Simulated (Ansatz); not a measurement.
# NiMoIrPdW in Ansatz: the effect of Hubbard term

The system is NiMoIrPdW.

```
Ni Mo Pd Ir W
1.0
     2.76616    0.00000    0.00000
    -1.38308    2.39557    0.00000
     0.00000    0.00000   11.02292
Ni Mo Pd Ir W
1 1 1 1 1
Direct
  0.33333 0.66667 0.59712
  0.00000 0.00000 0.41074
  0.66667 0.33333 0.79520
  0.66667 0.33333 0.19960
  0.33333 0.66667 0.99734
```

The cell was built by a generator and needn't be a form met in nature.

Alike in all runs:

* Program: Ansatz 0.2.0
* Task: projected density of states
* Functional: PBE
* Potentials or basis: Ansatz PAW
* Cutoff: 420 eV (not typed: the program's choice for these potentials)
* k mesh: 11 × 11 × 3
* Occupations: fermi-dirac, width 0.05 eV
* Spin: collinear spin, ferromagnetic start
* Starting moments: [1.0, 1.0, 0.0, 0.6, 0.0] μB
* Hubbard projectors: ortho-atomic (the default)
* Double counting: fll (the default)

```csv
Hubbard term,pressure (GPa),moment (μB),largest force (eV/Å)
"Ir d U = 2 eV, Mo d U = 2 eV, Ni d U = 2 eV, Pd d U = 2 eV, W d U = 2 eV",0.6,0.26,0.32
"Ir d U = 4 eV, Mo d U = 4 eV, Ni d U = 4 eV, Pd d U = 4 eV, W d U = 4 eV",6.6,1.23,0.90
"Ir d U = 6 eV, Mo d U = 6 eV, Ni d U = 6 eV, Pd d U = 6 eV, W d U = 6 eV",?,?,?
```

Question: What does the run with Hubbard term Ir d U = 6 eV, Mo d U = 6 eV, Ni d U = 6 eV, Pd d U = 6 eV, W d U = 6 eV give?

Answer: Pressure 22.9 GPa; moment 4.05 μB; largest force 1.40 eV/Å.

Caveats: the magnetic or orbital state may not be the lowest; the U is typed as a test and isn't derived for this compound; the starting moments weren't kept (some runs); forces of over 1 eV/Å show positions far from the minimum, so gaps and moduli don't describe the material at rest (some runs).
